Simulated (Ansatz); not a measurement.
# HPbNO4 (P1) in Ansatz: reference runs

How does HPbNO4 come out in PBE? The cell is run as given and disturbed, then over a range of volumes.

Everything below comes from runs of Ansatz 0.2.0. Logs are shortened: lines on timing, memory, paths and dates and some standing lists are left out, and cuts for length are marked.

## 1. The structure

The typed cell holds 7 atoms: a = 4.204 Å, b = 4.339 Å, c = 6.729 Å, α = 71.95°, β = 72.29°, γ = 62.23°.

The cell was built by a generator and needn't be a form met in nature.

## 2. Single point, PBE

Input file input.yaml:

```yaml
crystal:
  lattice:
    - [4.20407, 0.0, 0.0]
    - [2.02172, 3.83952, 0.0]
    - [2.04686, 1.279, 6.28132]
  atoms:
    - { symbol: H, position: [0.89145, 0.68202, 0.62796] }
    - { symbol: Pb, position: [0.14426, 0.92872, 0.88352] }
    - { symbol: "N", position: [0.2567, 0.28861, 0.30171] }
    - { symbol: O, position: [0.83108, 0.65056, 0.78405] }
    - { symbol: O, position: [0.38694, 0.2238, 0.11295] }
    - { symbol: O, position: [0.31104, 0.03576, 0.45856] }
    - { symbol: O, position: [0.07726, 0.60633, 0.32275] }
hamiltonian:
  xc: pbe
  pseudopotentials: { kind: paw }
kpoints:
  mp_grid: { grid: [7, 7, 5] }
scf:
  occupations: { method: fermi_dirac, width: 0.05 }
output:
  forces: true
  stress: true
  eigenvalues: true
```

Potentials or basis: Ansatz PAW.

Started as:

```bash
$ ansatz run input.yaml --threads 8 --pin off --max-ram 20480MiB --backend cpu --events-out ev --progress --plain --runs-dir out
```

Standard output:

```text
Warning: RAYON_NUM_THREADS=8 ignored (pool sized by the plan → 8); use --threads N
Engine: ansatz 0.2.0, aarch64-unknown-linux-gnu
Pseudopotentials: kind: paw
Pseudopotential: H, paw, valence charge 1, recommended cutoff 420 eV (normal), H.paw.azcp
Pseudopotential: Pb, paw, valence charge 14, recommended cutoff 420 eV (normal), Pb.paw.azcp
Pseudopotential: N, paw, valence charge 5, recommended cutoff 420 eV (normal), N.paw.azcp
Pseudopotential: O, paw, valence charge 6, recommended cutoff 420 eV (normal), O.paw.azcp
Functional definition: PBE
  parameter kappa = 0.804
  parameter beta = 0.06672455060314922
  exchange = pbe_x(kappa = kappa, mu = beta*pi^2/3)
  correlation = pbe_c(beta = beta)
Crystal: 7 atoms, lattice volume = 101.391 Å³
Basis set: ecut = 420 eV, 1981 PW (Γ), exchange–correlation on 60×60×90 points (8 copies of the dense FFT grid, shifted against one another)
Bands: 29, of which v1, the nominal top of the filled ones, is band 22 counted from 1 (21 counted from 0)
Symmetry: 1 space group operations
Space group: P1 (ITA 1), of the structure as read, at distance tolerance 4.7e-5 Å
k-points: 123 of 245 (time reversal used)
Non-local potential: H, projectors of the file, l = 0: 2, l = 1: 1
Non-local potential: Pb, projectors of the file, l = 0: 2, l = 1: 2, l = 2: 2, l = 3: 2
Non-local potential: N, projectors of the file, l = 0: 2, l = 1: 2, l = 2: 1
Non-local potential: O, projectors of the file, l = 0: 2, l = 1: 2, l = 2: 1
PAW form: soft (Blöchl's): semilocal exchange-correlation on the pseudo side does not see the compensation charge
PAW one-centre angular grid: H, 110 points (default); XC on 64 Gauss nodes
PAW one-centre angular grid: Pb, 590 points (default); XC on 64 Gauss nodes
PAW one-centre angular grid: N, 110 points (default); XC on 64 Gauss nodes
PAW one-centre angular grid: O, 110 points (default); XC on 64 Gauss nodes
Initial density: superposition of atomic densities (neutral atoms: chi_scale 0, normalization atom), corrected by the library's trained network
Initial wavefunctions: pseudopotential atomic-orbital guess
Functional: x = pbe(κ = 0.804, μ = 0.2195149727645171), c = pbe(β = 0.06672455060314922)
SCF iter   1: F=—  HF=-14571.452063 eV  |F-HF|=—  |Δ(HF+E_count)|=         —  Δρ=4.14e-3  dr2=2.98e-2  ethr=1.77e-3  ⟨swp⟩=6.8  Hψ=17914  notcnv=0  defer=19
preconditioner: auto → Resta (q_TF=auto, 2.374 Å⁻¹)  ε∞=3.2  [insulator: Δε(μ)=3.011 eV  Ē_g=16.370 eV  σ=0.050 eV  W_gap=1.00  n_scr=24 (ndim 8)  ℏωp=24.5 eV  f_vac=0.176  D(μ)=0.00/eV (n_scr^D=0)  ε∞_Penn≈3.2]
SCF iter   2: F=—  HF=-14571.447234 eV  |F-HF|=—  |Δ(HF+E_count)|=   4.83e-3  Δρ=2.79e-3  dr2=6.98e-3  ethr=6.77e-5  ⟨swp⟩=2.8  Hψ=6439  notcnv=0  defer=326
SCF iter   3: F=—  HF=-14571.446038 eV  |F-HF|=—  |Δ(HF+E_count)|=   1.20e-3  Δρ=1.25e-3  dr2=2.90e-3  ethr=1.59e-5  ⟨swp⟩=2.0  Hψ=5368  notcnv=0  defer=80
automatic band count: iteration 3 solves 27 bands in place of 29: the levels show a gap, and the empty bands left out lie too high to hold charge; the band table lists the bands solved (type scf.n_extra_bands for more)
SCF iter   4: F=—  HF=-14571.445362 eV  |F-HF|=—  |Δ(HF+E_count)|=   6.76e-4  Δρ=4.70e-4  dr2=3.05e-4  ethr=6.58e-6  ⟨swp⟩=2.3  Hψ=5092  notcnv=0  defer=80
SCF iter   5: F=—  HF=-14571.445321 eV  |F-HF|=—  |Δ(HF+E_count)|=   4.16e-5  Δρ=2.76e-4  dr2=6.63e-5  ethr=6.93e-7  ⟨swp⟩=2.0  Hψ=5417  notcnv=0  defer=80
SCF iter   6: F=—  HF=-14571.445360 eV  |F-HF|=—  |Δ(HF+E_count)|=   3.99e-5  Δρ=1.01e-4  dr2=8.12e-6  ethr=1.51e-7  ⟨swp⟩=2.0  Hψ=5582  notcnv=0  defer=80
SCF iter   7: F=—  HF=-14571.445365 eV  |F-HF|=—  |Δ(HF+E_count)|=   4.30e-6  Δρ=3.16e-5  dr2=1.20e-6  ethr=1.85e-8  ⟨swp⟩=2.0  Hψ=4877  notcnv=0  defer=80
SCF iter   8: F=—  HF=-14571.445365 eV  |F-HF|=—  |Δ(HF+E_count)|=   3.78e-7  Δρ=2.16e-5  dr2=4.10e-7  ethr=2.72e-9  ⟨swp⟩=2.0  Hψ=5937  notcnv=0  defer=80
SCF iter   9: F=-14571.445365 eV  HF=-14571.445365 eV  |F-HF|=1.56e-8  |Δ(HF+E_count)|=   7.46e-8  Δρ=6.69e-6  dr2=4.38e-8  ethr=2.27e-10  ⟨swp⟩=6.9  Hψ=16212  notcnv=0
SCF 1 converged in 9 iterations: F = -14571.445365 eV  dr2 = 4.38e-8
SCF converged after 9 iterations
Free energy (F): -14571.445365 eV
Harris-Foulkes:  -14571.445365 eV  (|F-HF|=1.56e-8)
Internal energy: -14571.445365 eV  (E = F + TS)
E sigma→0 (E₀):  -14571.445365 eV
Fermi energy:    4.607772 eV
--- Per-component energies (eV) ---
  E_band       = -292.905654
  E_kinetic    = 1127.158212
  E_local      = -3529.813114  (includes V_loc(G=0)·N_el)
  E_nonlocal   = 589.937229
  E_hartree    = 1300.438717
  E_xc         = -581.022127
  E_vxc        = -591.127299  (∫ρ·V_xc dr)
  E_paw        = -11161.114230  (= ΣΔE_a)
  E_vpaw       = -489.947681  (= ΣTr[D̂ρ^β])
  E_aug_tail   = 0.008601  (compensation charges beyond the density's cutoff)
  E_ewald      = -2317.038654
  E_smearing   = -0.000000  (= −TS)
  E_closure    = 0.000000  (closes the sum)
  Σ components = -14571.445365   (vs F -14571.445365, Δ=0.00e0)
--- Forces (eV/Å), atoms counted from 1 ---
  atom   1  H      0.00007108     0.00093723     0.00013158
  atom   2  Pb     0.00001265    -0.00019805    -0.00207606
  atom   3  N     -0.00199317     0.00047089    -0.00149002
  atom   4  O     -0.00014540     0.00006161     0.00231369
  atom   5  O      0.00087660     0.00024432    -0.00017979
  atom   6  O      0.00059744     0.00044665     0.00095116
  atom   7  O      0.00058209    -0.00198511     0.00013855
  max |Σ_I F_I| component: 2.11e-4 eV/Å
--- Stress (GPa, compression-positive) ---
        0.005251       0.033843       0.009152
        0.033844      -0.010807      -0.001500
        0.009151      -0.001501       0.003643
  P = ⅓ Tr σ = -0.0006 GPa (-0.006 kbar)
--- Band table (eV; the first three rows and the last of 123) ---
  k-point 0: bands = ["-22.6762", "-17.2852", "-16.9678", "-14.4782", "-12.1773", "-12.1576", "-12.1559", "-12.1407", "-12.1246", "-7.0017", "-4.6481", "-4.5684", "-4.2922", "-2.8884", "-0.4107", "0.6640", "0.8942", "1.1229", "1.1367", "1.6117", "1.8124", "2.4459", "6.7528", "7.4967", "8.6492", "9.4010", "9.4817"]
  k-point 1: bands = ["-22.6757", "-17.2881", "-16.9699", "-14.4734", "-12.1793", "-12.1567", "-12.1558", "-12.1407", "-12.1219", "-6.9783", "-4.6812", "-4.5692", "-4.3056", "-2.8478", "-0.6549", "0.8541", "0.8903", "1.1415", "1.2228", "1.6360", "1.8173", "2.4181", "6.7170", "7.2724", "8.6523", "9.4240", "9.8818"]
  k-point 2: bands = ["-22.6749", "-17.2926", "-16.9732", "-14.4656", "-12.1815", "-12.1561", "-12.1556", "-12.1407", "-12.1178", "-6.9387", "-4.7348", "-4.5704", "-4.3295", "-2.7771", "-0.9383", "0.8247", "0.9588", "1.1627", "1.5571", "1.6744", "1.8540", "2.3058", "6.6599", "6.9964", "8.6476", "9.4588", "10.6063"]
  k-point 122: bands = ["-22.6452", "-17.3415", "-16.9800", "-14.4629", "-12.1896", "-12.1737", "-12.1588", "-12.0985", "-11.9537", "-6.7347", "-4.8875", "-4.6399", "-4.2823", "-2.8910", "-1.6485", "0.2834", "0.5802", "0.8427", "1.3569", "1.6647", "2.5570", "3.0621", "6.1778", "7.8261", "8.6840", "9.3839", "11.5831"]
```

Wall time 4.5 s (8 threads of Arm Neoverse V2, shared host); peak memory 0.61 GiB.

Results:

```yaml
Free_energy: -14571.4454 eV
Pressure: 0.0 GPa
Band_gap_on_the_k_mesh: 2.82 eV, indirect (least direct gap 2.84 eV)
```

Forces on the atoms (eV/Å):
```
H    0.000  0.001  0.000
Pb   0.000  0.000 -0.002
N   -0.002  0.000 -0.001
O    0.000  0.000  0.002
O    0.001  0.000  0.000
O    0.001  0.000  0.001
O    0.001 -0.002  0.000
```

Levels at points of the mesh, in eV from the valence-band top:
| k point | band 19 | band 20 | band 21 | band 22 | band 23 | band 24 | band 25 | band 26 |
| --- | --- | --- | --- | --- | --- | --- | --- | --- |
| (0.00, 0.00, 0.00) | -2.04 | -1.57 | -1.37 | -0.74 | 3.57 | 4.32 | 5.47 | 6.22 |

Caveat: odd divisions of the mesh miss points on the zone boundary, where band edges often lie, so the gap on the mesh can be too wide; the pressure holds a Pulay correction of +0.6 GPa for the finite cutoff; spin-orbit coupling is left out, which as a rule narrows the gap of such compounds by several tenths of an eV. A k mesh can miss the band edges.

## 3. Single point, PBE (atoms moved at random, drawn with an rms of 0.05 Å)

Input file input.yaml:

```yaml
crystal:
  lattice:
    - [4.20407, 0.0, 0.0]
    - [2.02172, 3.83952, 0.0]
    - [2.04686, 1.279, 6.28132]
  atoms:
    - { symbol: H, position: [0.880712, 0.670458, 0.632562] }
    - { symbol: Pb, position: [0.143369, 0.917207, 0.887029] }
    - { symbol: "N", position: [0.26501, 0.294225, 0.30202] }
    - { symbol: O, position: [0.83917, 0.643494, 0.780981] }
    - { symbol: O, position: [0.381406, 0.20977, 0.112579] }
    - { symbol: O, position: [0.309184, 0.046819, 0.458125] }
    - { symbol: O, position: [0.067214, 0.602711, 0.320584] }
hamiltonian:
  xc: pbe
  pseudopotentials: { kind: paw }
kpoints:
  mp_grid: { grid: [7, 7, 5] }
scf:
  occupations: { method: fermi_dirac, width: 0.05 }
output:
  forces: true
  stress: true
  eigenvalues: true
  write_density: true
  write_potential: true
  elf: true
  volumetric_format: npy
```

Potentials or basis: Ansatz PAW.

Started as:

```bash
$ ansatz run input.yaml --threads 8 --pin off --max-ram 20480MiB --backend cpu --events-out ev --progress --plain --runs-dir out
```

Standard output:

```text
Warning: RAYON_NUM_THREADS=8 ignored (pool sized by the plan → 8); use --threads N
Engine: ansatz 0.2.0, aarch64-unknown-linux-gnu
Pseudopotentials: kind: paw
Pseudopotential: H, paw, valence charge 1, recommended cutoff 420 eV (normal), H.paw.azcp
Pseudopotential: Pb, paw, valence charge 14, recommended cutoff 420 eV (normal), Pb.paw.azcp
Pseudopotential: N, paw, valence charge 5, recommended cutoff 420 eV (normal), N.paw.azcp
Pseudopotential: O, paw, valence charge 6, recommended cutoff 420 eV (normal), O.paw.azcp
Functional definition: PBE
  parameter kappa = 0.804
  parameter beta = 0.06672455060314922
  exchange = pbe_x(kappa = kappa, mu = beta*pi^2/3)
  correlation = pbe_c(beta = beta)
Crystal: 7 atoms, lattice volume = 101.391 Å³
Basis set: ecut = 420 eV, 1981 PW (Γ), exchange–correlation on 60×60×90 points (8 copies of the dense FFT grid, shifted against one another)
Bands: 29, of which v1, the nominal top of the filled ones, is band 22 counted from 1 (21 counted from 0)
Symmetry: 1 space group operations
Space group: P1 (ITA 1), of the structure as read, at distance tolerance 4.7e-5 Å
k-points: 123 of 245 (time reversal used)
Non-local potential: H, projectors of the file, l = 0: 2, l = 1: 1
Non-local potential: Pb, projectors of the file, l = 0: 2, l = 1: 2, l = 2: 2, l = 3: 2
Non-local potential: N, projectors of the file, l = 0: 2, l = 1: 2, l = 2: 1
Non-local potential: O, projectors of the file, l = 0: 2, l = 1: 2, l = 2: 1
PAW form: soft (Blöchl's): semilocal exchange-correlation on the pseudo side does not see the compensation charge
PAW one-centre angular grid: H, 110 points (default); XC on 64 Gauss nodes
PAW one-centre angular grid: Pb, 590 points (default); XC on 64 Gauss nodes
PAW one-centre angular grid: N, 110 points (default); XC on 64 Gauss nodes
PAW one-centre angular grid: O, 110 points (default); XC on 64 Gauss nodes
Initial density: superposition of atomic densities (neutral atoms: chi_scale 0, normalization atom), corrected by the library's trained network
Initial wavefunctions: pseudopotential atomic-orbital guess
Functional: x = pbe(κ = 0.804, μ = 0.2195149727645171), c = pbe(β = 0.06672455060314922)
SCF iter   1: F=—  HF=-14571.261605 eV  |F-HF|=—  |Δ(HF+E_count)|=         —  Δρ=4.10e-3  dr2=2.89e-2  ethr=1.77e-3  ⟨swp⟩=6.4  Hψ=17888  notcnv=0  defer=9
preconditioner: auto → Resta (q_TF=auto, 2.374 Å⁻¹)  ε∞=3.2  [insulator: Δε(μ)=2.992 eV  Ē_g=16.422 eV  σ=0.050 eV  W_gap=1.00  n_scr=24 (ndim 8)  ℏωp=24.5 eV  f_vac=0.177  D(μ)=0.00/eV (n_scr^D=0)  ε∞_Penn≈3.2]
SCF iter   2: F=—  HF=-14571.256257 eV  |F-HF|=—  |Δ(HF+E_count)|=   5.35e-3  Δρ=2.66e-3  dr2=6.47e-3  ethr=6.58e-5  ⟨swp⟩=3.0  Hψ=6466  notcnv=0  defer=335
SCF iter   3: F=—  HF=-14571.255349 eV  |F-HF|=—  |Δ(HF+E_count)|=   9.09e-4  Δρ=1.22e-3  dr2=2.67e-3  ethr=1.47e-5  ⟨swp⟩=2.0  Hψ=5539  notcnv=0  defer=335
SCF iter   4: F=—  HF=-14571.254718 eV  |F-HF|=—  |Δ(HF+E_count)|=   6.30e-4  Δρ=4.96e-4  dr2=3.27e-4  ethr=6.07e-6  ⟨swp⟩=2.2  Hψ=4864  notcnv=0  defer=335
SCF iter   5: F=—  HF=-14571.254674 eV  |F-HF|=—  |Δ(HF+E_count)|=   4.42e-5  Δρ=2.80e-4  dr2=6.92e-5  ethr=7.43e-7  ⟨swp⟩=2.0  Hψ=5815  notcnv=0  defer=335
SCF iter   6: F=—  HF=-14571.254696 eV  |F-HF|=—  |Δ(HF+E_count)|=   2.16e-5  Δρ=9.98e-5  dr2=8.10e-6  ethr=1.57e-7  ⟨swp⟩=2.0  Hψ=5568  notcnv=0  defer=335
SCF iter   7: F=—  HF=-14571.254700 eV  |F-HF|=—  |Δ(HF+E_count)|=   4.18e-6  Δρ=3.46e-5  dr2=1.38e-6  ethr=1.84e-8  ⟨swp⟩=2.0  Hψ=4683  notcnv=0  defer=335
SCF iter   8: F=—  HF=-14571.254700 eV  |F-HF|=—  |Δ(HF+E_count)|=   3.59e-7  Δρ=2.10e-5  dr2=3.93e-7  ethr=3.13e-9  ⟨swp⟩=2.0  Hψ=5926  notcnv=0  defer=335
SCF iter   9: F=-14571.254700 eV  HF=-14571.254700 eV  |F-HF|=1.00e-8  |Δ(HF+E_count)|=   9.73e-8  Δρ=7.51e-6  dr2=5.42e-8  ethr=2.27e-10  ⟨swp⟩=14.0  Hψ=29337  notcnv=0
SCF 1 converged in 9 iterations: F = -14571.254700 eV  dr2 = 5.42e-8
SCF converged after 9 iterations
Free energy (F): -14571.254700 eV
Harris-Foulkes:  -14571.254700 eV  (|F-HF|=1.00e-8)
Internal energy: -14571.254700 eV  (E = F + TS)
E sigma→0 (E₀):  -14571.254700 eV
Fermi energy:    4.565527 eV
--- Per-component energies (eV) ---
  E_band       = -294.852257
  E_kinetic    = 1129.307547
  E_local      = -3549.144599  (includes V_loc(G=0)·N_el)
  E_nonlocal   = 590.598539
  E_hartree    = 1308.202108
  E_xc         = -581.324369
  E_vxc        = -591.514281  (∫ρ·V_xc dr)
  E_paw        = -11161.608714  (= ΣΔE_a)
  E_vpaw       = -490.513306  (= ΣTr[D̂ρ^β])
  E_aug_tail   = 0.008542  (compensation charges beyond the density's cutoff)
  E_ewald      = -2307.293755
  E_smearing   = -0.000000  (= −TS)
  E_closure    = 0.000000  (closes the sum)
  Σ components = -14571.254700   (vs F -14571.254700, Δ=0.00e0)
--- Forces (eV/Å), atoms counted from 1 ---
  atom   1  H     -0.03405183    -0.13058535    -2.14784208
  atom   2  Pb     0.00536608     0.01937144    -0.05901560
  atom   3  N     -1.74928380    -1.78356207    -0.93607059
  atom   4  O     -0.00974027     0.18021975     2.22135805
  atom   5  O      0.68471646     0.82997937     0.42848603
  atom   6  O      0.65352966    -0.64634205     0.81942934
  atom   7  O      0.44945713     1.53088258    -0.32656753
  max |Σ_I F_I| component: 2.22e-4 eV/Å
--- Stress (GPa, compression-positive) ---
       -0.385192      -0.514726       0.240060
       -0.514726       2.725839      -1.967909
        0.240060      -1.967908       3.996668
  P = ⅓ Tr σ = 2.1124 GPa (21.124 kbar)
--- Band table (eV; the first three rows and the last of 123) ---
  k-point 0: bands = ["-22.9356", "-17.6661", "-16.6815", "-14.7027", "-12.1720", "-12.1600", "-12.1477", "-12.1312", "-12.1226", "-6.9962", "-4.7277", "-4.6885", "-4.3130", "-3.0559", "-0.3569", "0.5794", "0.7437", "1.1365", "1.2474", "1.6332", "1.8508", "2.4396", "6.6090", "7.4769", "8.6233", "9.4361", "9.6306", "12.4144", "13.5485"]
  k-point 1: bands = ["-22.9352", "-17.6678", "-16.6853", "-14.6973", "-12.1737", "-12.1578", "-12.1477", "-12.1313", "-12.1212", "-6.9724", "-4.7390", "-4.7012", "-4.3343", "-3.0130", "-0.6538", "0.7138", "0.8731", "1.1537", "1.3007", "1.6495", "1.8526", "2.4300", "6.5458", "7.3191", "8.6250", "9.4618", "10.0057", "12.2451", "13.4129"]
  k-point 2: bands = ["-22.9345", "-17.6705", "-16.6917", "-14.6886", "-12.1751", "-12.1557", "-12.1477", "-12.1315", "-12.1190", "-6.9323", "-4.7701", "-4.7096", "-4.3695", "-2.9388", "-0.9753", "0.6797", "0.9995", "1.2197", "1.5473", "1.6817", "1.8687", "2.3702", "6.4354", "7.1331", "8.6208", "9.5006", "10.7235", "11.9860", "12.7793"]
  k-point 122: bands = ["-22.9049", "-17.7364", "-16.6768", "-14.6869", "-12.1855", "-12.1639", "-12.1537", "-12.0906", "-11.9709", "-6.7256", "-4.9961", "-4.6697", "-4.3452", "-2.9322", "-1.7077", "0.3058", "0.5094", "0.7914", "1.2521", "1.7340", "2.5767", "3.0354", "6.1565", "7.7380", "8.6775", "9.4226", "11.6511", "12.0996", "12.9322"]
```

Wall time 6.3 s (8 threads of Arm Neoverse V2, shared host); peak memory 0.64 GiB.

What came out:

| Item | Value |
| --- | --- |
| Free energy | -14571.2547 eV |
| Pressure | 2.1 GPa |
| Largest force | 2.668 eV/Å |
| Band gap on the k mesh | 2.80 eV, indirect (least direct gap 2.82 eV) |

Forces on the atoms (eV/Å):
```
H   -0.034 -0.131 -2.148
Pb   0.005  0.019 -0.059
N   -1.749 -1.784 -0.936
O   -0.010  0.180  2.221
O    0.685  0.830  0.428
O    0.654 -0.646  0.819
O    0.449  1.531 -0.327
```

Stress tensor (GPa, compression positive):
```
-0.39 -0.51  0.24
-0.51  2.73 -1.97
 0.24 -1.97  4.00
```

Caveat: odd divisions of the mesh miss points on the zone boundary, where band edges often lie, so the gap on the mesh can be too wide; the pressure holds a Pulay correction of +0.6 GPa for the finite cutoff; spin-orbit coupling is left out, which as a rule narrows the gap of such compounds by several tenths of an eV.

## 4. Single point, PBE, 13.62 Å³/atom (volume scaled by 0.94)

Input file input.yaml:

```yaml
crystal:
  lattice:
    - [4.1182485721, 0.0, 0.0]
    - [1.9804488277, 3.7611404561, 0.0]
    - [2.0050756225, 1.252890633, 6.1530938164]
  atoms:
    - { symbol: H, position: [0.89145, 0.68202, 0.62796] }
    - { symbol: Pb, position: [0.14426, 0.92872, 0.88352] }
    - { symbol: "N", position: [0.2567, 0.28861, 0.30171] }
    - { symbol: O, position: [0.83108, 0.65056, 0.78405] }
    - { symbol: O, position: [0.38694, 0.2238, 0.11295] }
    - { symbol: O, position: [0.31104, 0.03576, 0.45856] }
    - { symbol: O, position: [0.07726, 0.60633, 0.32275] }
hamiltonian:
  xc: pbe
  pseudopotentials: { kind: paw }
kpoints:
  mp_grid: { grid: [7, 7, 5] }
scf:
  occupations: { method: fermi_dirac, width: 0.05 }
output:
  forces: true
  stress: true
  eigenvalues: true
```

Started as:

```bash
$ ansatz run input.yaml --threads 8 --pin off --max-ram 20480MiB --backend cpu --events-out ev --progress --plain --runs-dir out
```

Run time: 4 s. Hardware: 8 threads of Arm Neoverse V2, shared host; peak memory 0.59 GiB.

The run converged. Its results:

```
Free energy            : -14571.3261 eV
Pressure               : 6.6 GPa
Largest force          : 1.768 eV/Å
Band gap on the k mesh : 2.86 eV, indirect (least direct gap 2.89 eV)
```

Caveat: odd divisions of the mesh miss points on the zone boundary, where band edges often lie, so the gap on the mesh can be too wide; the pressure holds a Pulay correction of +0.7 GPa for the finite cutoff; spin-orbit coupling is left out, which as a rule narrows the gap of such compounds by several tenths of an eV; forces of over 1 eV/Å show positions far from the minimum, so gaps and moduli don't describe the material at rest.

## 5. Single point, PBE, 13.90 Å³/atom (volume scaled by 0.96)

Changes to input.yaml since step 4:

```diff
@@ -2,5 +2,5 @@
   lattice:
-    - [4.1182485721, 0.0, 0.0]
-    - [1.9804488277, 3.7611404561, 0.0]
-    - [2.0050756225, 1.252890633, 6.1530938164]
+    - [4.1472512781, 0.0, 0.0]
+    - [1.99439611, 3.7876282335, 0.0]
+    - [2.0191963386, 1.2617140972, 6.1964268907]
   atoms:
```

Started as:

```bash
$ ansatz run input.yaml --threads 8 --pin off --max-ram 20480MiB --backend cpu --events-out ev --progress --plain --runs-dir out
```

It took 4.2 s on 8 threads of Arm Neoverse V2, shared host; peak memory 0.6 GiB.

Results (log left out):

- Free energy: -14571.3943 eV
- Pressure: 4.2 GPa
- Largest force: 1.134 eV/Å
- Band gap on the k mesh: 2.84 eV, indirect (least direct gap 2.87 eV)

Caveat: odd divisions of the mesh miss points on the zone boundary, where band edges often lie, so the gap on the mesh can be too wide; the pressure holds a Pulay correction of +0.6 GPa for the finite cutoff; spin-orbit coupling is left out, which as a rule narrows the gap of such compounds by several tenths of an eV; forces of over 1 eV/Å show positions far from the minimum, so gaps and moduli don't describe the material at rest.

(Continued in part 2 of 2.)
